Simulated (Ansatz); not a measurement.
**CH5GeNO: rigid scan of one bond length**

How does the energy of CH5GeNO change as one bond is stretched? The task is a rigid scan of one bond length, for CH5GeNO. SMILES: O=C[NH][GeH3].

Program: the Python package of Ansatz 0.2.0. Level of theory: r2SCAN/def2-SVP. These are calculated values, not measurements.

## Step 1: The system

Bond lengths: O1–C2 1.259 Å, C2–N3 1.428 Å, N3–Ge4 1.869 Å, C2–H5 1.082 Å, N3–H6 1.044 Å, Ge4–H7 1.550 Å, Ge4–H8 1.550 Å, Ge4–H9 1.550 Å. Angles: O1–C2–N3 120.8°, O1–C2–H5 119.5°, N3–C2–H5 119.7°, C2–N3–Ge4 121.9°, C2–N3–H6 119.3°, Ge4–N3–H6 118.7°, N3–Ge4–H7 109.4°, N3–Ge4–H8 109.4°, N3–Ge4–H9 109.4°, H7–Ge4–H8 109.5°, H7–Ge4–H9 109.5°, H8–Ge4–H9 109.5°.

The script holds or builds the structure itself.

## Step 2: Script

scan_ch5geno.py reads:

```python
'''Stretching a bond of CH5GeNO, the rest held rigid.'''

import warnings

import ansatz as az
from ase import Atoms
import matplotlib.pyplot as plt
import numpy as np

BASIS_SET = 'def2-SVP'
FUNCTIONAL = 'r2scan'

warnings.simplefilter('ignore', az.DeckWarning)

atoms = Atoms(['O', 'C', 'N', 'Ge', 'H', 'H', 'H', 'H', 'H'], positions=[
    (1.5018, -1.3944, 0.3372),
    (1.586, -0.149, 0.1696),
    (0.4167, 0.6404, -0.0512),
    (-1.2908, -0.1166, -0.1045),
    (2.5573, 0.3269, 0.1936),
    (0.5132, 1.6707, -0.1872),
    (-1.5889, -0.8107, 1.2489),
    (-2.3404, 0.995, -0.3595),
    (-1.355, -1.1623, -1.2469),
])
system = az.Crystal.molecule_from_ase(atoms)

symbols = [site.symbol for site in system.cartesian_sites]
start = np.array([site.position_ang for site in system.cartesian_sites])
axis = (start[0] - start[1]) / np.linalg.norm(start[0] - start[1])
moving = [0]
lengths, energies = [1.108, 1.159, 1.209, 1.259, 1.31, 1.36, 1.411, 1.486], []
for length in lengths:
    xyz = start.copy()
    xyz[moving] += (length - np.linalg.norm(start[0] - start[1])) * axis
    point = az.Crystal.molecule()
    for symbol, place in zip(symbols, xyz):
        point = point.atom(symbol, place.tolist())
    model = point.calculation()
    model = model.basis(gaussian=BASIS_SET)
    model = model.functional(FUNCTIONAL)
    summary = model.run(threads=1).report
    energies.append(summary['free_energy_ev'])
    print(f'r = {length:6.3f} A  E = {energies[-1]:.5f} eV  <S^2> = {abs(summary["mean_field"]["state"]["spin_squared"]):.3f}')

# quartic fit about the minimum
fit = np.polynomial.Polynomial.fit(lengths, np.array(energies) - min(energies), 4).convert()
roots = [r.real for r in fit.deriv().roots() if abs(r.imag) < 1e-9 and fit.deriv(2)(r.real) > 0]
r_e = min(roots, key=lambda r: abs(r - lengths[int(np.argmin(energies))]))
print(f'minimum of the fit at {r_e:.4f} A, force constant {fit.deriv(2)(r_e):.2f} eV/A^2')
plt.figure(figsize=(4.5, 3))
plt.plot(lengths, np.array(energies) - min(energies), 'o-')
plt.xlabel('bond length (A)')
plt.ylabel('E - E(min) (eV)')
plt.tight_layout()
plt.savefig('scan.png', dpi=100)
```

## Step 3: Running it

Command:

```bash
$ python scan_ch5geno.py
```

**Question.** What results will this script give? Wanted: range of energy; lowest point, distance.

**Answer**, as computed:

```
                        quantity     value
bond length at the fit's minimum  1.2146 Å
                   runs compared         8
                 range of energy  1.731 eV
      lowest point, distance (Å)      1.21
```

The curve has its lowest point inside the range, at 1.21. The ends stand 0.592 and 1.73 eV above it. The distance scanned is the script's pair 1, 0. The rest of the molecule is held rigid at a force-field or estimated start geometry, and the basis set is modest; single-reference methods fail as a bond breaks. The orbitals are restricted, so S² is zero by construction. Toward dissociation an unrestricted state lies under the restricted one, by 1 to 2 eV or more.
